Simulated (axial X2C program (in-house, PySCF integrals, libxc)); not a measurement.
**A two-component session on FeP: properties at the nuclei**

Aim: properties at the nuclei of FeP, with spin–orbit coupling in the Hamiltonian from the start.

Computed with an in-house X2C program for linear molecules on PySCF integrals. Level: two-component X2C with atomic mean-field terms, Fe dyall-cv3z, P dyall-v3z.

All values are calculated.

## (1) Input

Input file task.json:

```json
{"zs": [26, 15], "q": 0, "bas": ["dyall-cv3z", "dyall-v3z"], "r0": 2.11, "levels": ["PBE0", "HF", "B3LYP", "TPSSh", "PBE50"], "nst": 3}
```

Keys: zs atomic numbers; q charge; bas basis sets; r0 starting distance in Å; levels methods (HF also brings MP2); nst determinants followed.

The run is started by

```bash
$ python soeom.py task.json out
```

Nuclei are Gaussian, cores are contracted, and the Gaunt term is on.

## (2) Expectation values, lowest determinant

R = 2.148 Å. State: Ω = 5/2 (excess of +ω over −ω: ω = 5/2).

Output of the PBE0 run:

```text
two-component X2C + atomic mean field  PBE0
basis functions 154  fitting functions 890  grid points 5078
iter        total energy     max residual
   1      -1613.673577591     4.77e-01
   2      -1614.068340096     1.34e-02
   3      -1614.070014933     7.23e-03
   4      -1614.070489757     4.94e-03
   5      -1614.070808319     1.65e-03
   6      -1614.070863380     6.59e-04
   7      -1614.070871620     2.18e-04
   8      -1614.070872662     1.36e-04
   9      -1614.070873319     9.35e-05
  10      -1614.070873803     2.73e-05
  11      -1614.070873835     1.69e-05
  12      -1614.070873848     4.23e-06
  13      -1614.070873848     1.82e-06
converged
one-electron -2422.70311166  Coulomb 792.13950201  exact exchange -19.38680197  xc functional -59.80603666  nuclear repulsion 96.07966120  atomic mean-field constant -0.39408676
```

The highest occupied spinor is 56% Fe d, 33% Fe s, 9% P p.

| level | Eeff magnitude (GV/cm) | Ws magnitude Fe (kHz) | A∥/gI Fe (MHz) | qzz Fe (a.u.) | A∥/gI P (MHz) | qzz P (a.u.) | μ (D) |
| --- | --- | --- | --- | --- | --- | --- | --- |
| PBE0 | 0.26 | 0.0266 | 417 | 0.59 | 56.7 | -1.36 | -2.90 |
| HF | 1.62 | 0.231 | 243 | 0.34 | 26.6 | -2.15 | -1.02 |
| B3LYP | 0.224 | 0.022 | 418 | 0.71 | 47.5 | -1.29 | -2.55 |
| TPSSh | 0.101 | 0.00295 | 453 | 0.51 | 40.2 | -1.24 | -2.91 |
| PBE50 | 0.597 | 0.0734 | 326 | 0.46 | 52.3 | -1.58 | -3.40 |

Eeff is the effective electric field on the electron dipole moment in this Ω state and Ws the scalar–pseudoscalar constant (defined with the proton number Z and per Ω); A∥ is the parallel hyperfine constant, which follows by multiplying with the nuclear g factor gI = μI/(I μN); qzz is the electric field gradient, eQq0 = 234.96 MHz × Q/barn × qzz; μ is positive if P is the positive end. The operators were transformed with the bare-nucleus X2C matrices.

## (3) Expectation values, a higher determinant

R = 2.148 Å. State: Ω = 1/2 (excess of +ω over −ω: ω = -1/2, ω = -3/2, ω = 5/2), 0.06 eV above the lowest in the PBE0 search for states (made at or near this distance, with looser thresholds).

Output of the PBE0 run:

```text
two-component X2C + atomic mean field  PBE0
basis functions 154  fitting functions 890  grid points 5078
iter        total energy     max residual
   1      -1613.670049650     5.20e-01
   2      -1614.064926318     1.13e-02
   3      -1614.066415075     7.51e-03
   4      -1614.067022161     3.65e-03
   5      -1614.067094609     2.56e-03
   6      -1614.067198821     4.19e-04
   7      -1614.067202064     2.88e-04
   8      -1614.067204409     1.07e-04
   9      -1614.067205158     3.51e-05
  10      -1614.067205199     1.62e-05
  11      -1614.067205215     6.64e-06
  12      -1614.067205216     2.29e-06
converged
one-electron -2420.38248658  Coulomb 789.74131416  exact exchange -19.36587004  xc functional -59.74573720  nuclear repulsion 96.07966120  atomic mean-field constant -0.39408676
```

The highest occupied spinor is 79% P p, 16% Fe p, 5% Fe d.

| level | Eeff magnitude (GV/cm) | Ws magnitude Fe (kHz) | A∥/gI Fe (MHz) | qzz Fe (a.u.) | A∥/gI P (MHz) | qzz P (a.u.) | μ (D) |
| --- | --- | --- | --- | --- | --- | --- | --- |
| PBE0 | 0.157 | 0.21 | 694 | -2.21 | -469 | 0.04 | -3.92 |
| HF | 1.29 | 0.989 | 1360 | -2.72 | -371 | 0.87 | -3.31 |
| B3LYP | 0.0169 | 0.0831 | 450 | -2.21 | -526 | -0.11 | -3.46 |
| TPSSh | 0.119 | 0.179 | 624 | -2.29 | -511 | -0.20 | -3.65 |
| PBE50 | 0.462 | 0.423 | 1040 | -2.24 | -392 | 0.48 | -4.53 |

## (4) Expectation values, a higher determinant

R = 2.148 Å. State: Ω = 3/2 (excess of +ω over −ω: ω = 3/2), 0.09 eV above the lowest in the PBE0 search for states (made at or near this distance, with looser thresholds).

Output of the PBE0 run:

```text
two-component X2C + atomic mean field  PBE0
basis functions 154  fitting functions 890  grid points 5078
iter        total energy     max residual
   1      -1613.670401337     4.77e-01
   2      -1614.065130977     1.34e-02
   3      -1614.066808022     7.23e-03
   4      -1614.067282980     4.93e-03
   5      -1614.067600166     1.64e-03
   6      -1614.067655066     6.57e-04
   7      -1614.067663263     2.18e-04
   8      -1614.067664301     1.36e-04
   9      -1614.067664954     9.31e-05
  10      -1614.067665431     2.69e-05
  11      -1614.067665462     1.67e-05
  12      -1614.067665474     4.16e-06
  13      -1614.067665475     1.76e-06
converged
one-electron -2422.68374557  Coulomb 792.12283100  exact exchange -19.38676744  xc functional -59.80555790  nuclear repulsion 96.07966120  atomic mean-field constant -0.39408676
```

The highest occupied spinor is 100% Fe d.

| level | Eeff magnitude (GV/cm) | Ws magnitude Fe (kHz) | A∥/gI Fe (MHz) | qzz Fe (a.u.) | A∥/gI P (MHz) | qzz P (a.u.) | μ (D) |
| --- | --- | --- | --- | --- | --- | --- | --- |
| PBE0 | 0.258 | 0.0446 | 384 | 0.56 | -93.1 | -1.36 | -2.90 |
| HF | 1.61 | 0.384 | 676 | 0.32 | -44.7 | -2.15 | -1.03 |
| B3LYP | 0.221 | 0.0372 | 392 | 0.68 | -77.8 | -1.30 | -2.54 |
| TPSSh | 0.09 | 0.00685 | 333 | 0.51 | -62.9 | -1.26 | -2.89 |
| PBE50 | 0.587 | 0.12 | 517 | 0.43 | -86.8 | -1.58 | -3.41 |

## (5) Outcome

| quantity | value |
| --- | --- |
| lowest determinant | Ω = 5/2 (excess of +ω over −ω: ω = 5/2) |
| Eeff magnitude (GV/cm), PBE0 | 0.26 |
| Ws magnitude Fe (kHz), PBE0 | 0.0266 |
| A∥/gI Fe (MHz), PBE0 | 417 |
| qzz Fe (a.u.), PBE0 | 0.59 |
| higher determinant | Ω = 1/2 (excess of +ω over −ω: ω = -1/2, ω = -3/2, ω = 5/2) |
| Eeff magnitude (GV/cm), PBE0, higher determinant | 0.157 |
| Ws magnitude Fe (kHz), PBE0, higher determinant | 0.21 |
| A∥/gI Fe (MHz), PBE0, higher determinant | 694 |
| qzz Fe (a.u.), PBE0, higher determinant | -2.21 |
| higher determinant | Ω = 3/2 (excess of +ω over −ω: ω = 3/2) |
| Eeff magnitude (GV/cm), PBE0, higher determinant | 0.258 |
| Ws magnitude Fe (kHz), PBE0, higher determinant | 0.0446 |
| A∥/gI Fe (MHz), PBE0, higher determinant | 384 |
| qzz Fe (a.u.), PBE0, higher determinant | 0.56 |

In the first state, the effective field runs from 0.101 to 1.62 GV/cm over the mean-field levels, so the levels don't agree on it. The expectation values come from single determinants, which for open shells can mix terms of unlike spin or miss the lowest Ω, so a determinant need not be a state. Eeff is the effective electric field on the electron dipole moment in this Ω state and Ws the scalar–pseudoscalar constant (defined with the proton number Z and per Ω); A∥ is the parallel hyperfine constant, which follows by multiplying with the nuclear g factor gI = μI/(I μN); qzz is the electric field gradient, eQq0 = 234.96 MHz × Q/barn × qzz; μ is positive if P is the positive end. The operators were transformed with the bare-nucleus X2C matrices. A second determinant lies within 0.1 eV of the first, so their order is not settled at this level.
